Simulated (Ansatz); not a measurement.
# C2H6O2Si: one species, many methods

An exercise on one series of results from a longer session: the logs are not shown, and one member is left open.

Computed with Ansatz 0.2.0, Gaussian basis. Level: functionals in def2-TZVPP, the program's frozen cores in correlated methods.

Levels to be run: LDA (SPW92), PBE-D4, revPBE-D4, BLYP-D4, r2SCAN-D4, B97M-V, PBE0-D4, B3LYP-D4, r2SCANh-D4, r2SCAN0-D4, HSE06-D4, BHLYP-D4, CAM-B3LYP-D4, LC-ωPBE, ωB97X-V, ωB97M-V, B2PLYP, PBE-QIDH; CCSD(T)/def2-SVP; CCSD(T)/def2-TZVPP; MP2/def2-QZVPP; extrapolation to the limit; RPA on PBE.

### The relaxed structure

An earlier PBE0-D4 in a triple-zeta def2 set relaxation fixed the geometry.

SMILES `COC(=O)[SiH3]`, 11 atoms, charge 0, spin multiplicity 1.

Atoms are counted from 1 here; the program's logs count them from 0.

Bond lengths: C1–O2 1.429 Å, C1–H6 1.091 Å, C1–H7 1.087 Å, C1–H8 1.091 Å, O2–C3 1.340 Å, C3–O4 1.203 Å, C3–Si5 1.920 Å, Si5–H9 1.482 Å, Si5–H10 1.482 Å, Si5–H11 1.483 Å. Angles: O2–C1–H6 110.5°, O2–C1–H7 105.8°, O2–C1–H8 110.5°, H6–C1–H7 110.6°, H6–C1–H8 108.8°, H7–C1–H8 110.6°, C1–O2–C3 115.5°, O2–C3–O4 123.5°, O2–C3–Si5 113.9°, O4–C3–Si5 122.6°, C3–Si5–H9 111.7°, C3–Si5–H10 106.9°, C3–Si5–H11 106.8°, H9–Si5–H10 110.7°, H9–Si5–H11 110.5°, H10–Si5–H11 110.1°.

As a file:

```
C    -1.4604   -1.2451    0.6758
O    -0.7721   -0.0244    0.3939
C     0.4185   -0.1587   -0.2057
O     0.9000   -1.2221   -0.4971
Si    1.2967    1.5091   -0.5712
H    -1.6540   -1.7954   -0.2457
H    -2.3936   -0.9553    1.1525
H    -0.8670   -1.8724    1.3421
H     0.5197    2.6613   -0.0552
H     2.6291    1.4447    0.0745
H     1.4485    1.6012   -2.0431
```

The first run:

Contents of in.yaml:

```yaml
crystal:
  periodic: [false, false, false]
  atoms:
    - {symbol: C, position_ang: [-1.460396, -1.245108, 0.675808]}
    - {symbol: O, position_ang: [-0.772129, -0.024379, 0.393851]}
    - {symbol: C, position_ang: [0.418543, -0.158651, -0.205713]}
    - {symbol: O, position_ang: [0.899965, -1.222088, -0.497122]}
    - {symbol: Si, position_ang: [1.296701, 1.509102, -0.571243]}
    - {symbol: H, position_ang: [-1.653985, -1.795354, -0.245745]}
    - {symbol: H, position_ang: [-2.393630, -0.955250, 1.152537]}
    - {symbol: H, position_ang: [-0.867029, -1.872426, 1.342075]}
    - {symbol: H, position_ang: [0.519729, 2.661313, -0.055233]}
    - {symbol: H, position_ang: [2.629125, 1.444665, 0.074469]}
    - {symbol: H, position_ang: [1.448505, 1.601177, -2.043084]}
basis:
  gaussian: {orbitals: def2-TZVPP}
hamiltonian: {xc: lda}
output: {orbitals: {seedname: orbitals}}
```

Run with:

```sh
$ ansatz run in.yaml --threads 4 --pin off --events-out ev --progress --plain --max-ram 10444MiB
```

Among the steps run: LDA; PBE-D4 (GGA); revPBE-D4 (GGA); BLYP-D4 (GGA); r2SCAN-D4 (meta-GGA); B97M-V (meta-GGA); PBE0-D4 (hybrid); B3LYP-D4 (hybrid); r2SCANh-D4 (hybrid); r2SCAN0-D4 (hybrid); HSE06-D4 (hybrid); BHLYP-D4 (hybrid); CAM-B3LYP-D4 (range-separated); LC-ωPBE (range-separated); ωB97X-V (range-separated); ωB97M-V (range-separated); B2PLYP (double hybrid); PBE-QIDH (double hybrid).

One of the session's tables, all rows but one given; the rest of the session is left out.

It belongs to the step «Frontier levels by functional». 

```
  functional  HOMO (eV)  gap (eV)
 LDA (SPW92)      -6.49      4.56
      PBE-D4      -6.29      4.60
   revPBE-D4          ?         ?
     BLYP-D4      -6.19      4.63
   r2SCAN-D4      -6.58      5.08
      B97M-V      -6.75      5.21
     PBE0-D4      -7.81      7.15
    B3LYP-D4      -7.57      6.67
  r2SCANh-D4      -7.16      6.03
  r2SCAN0-D4      -8.02      7.47
    HSE06-D4      -7.40      6.36
    BHLYP-D4      -9.28      9.75
CAM-B3LYP-D4      -9.24      9.77
     LC-ωPBE     -10.53     12.28
     ωB97X-V     -10.21     11.87
     ωB97M-V     -10.15     11.66
```

Estimate the missing values for revPBE-D4.

The run gave: HOMO (eV): -6.22; gap (eV): 4.61. In the column «HOMO (eV)» it lies between PBE-D4 (-6.29) and BLYP-D4 (-6.19).
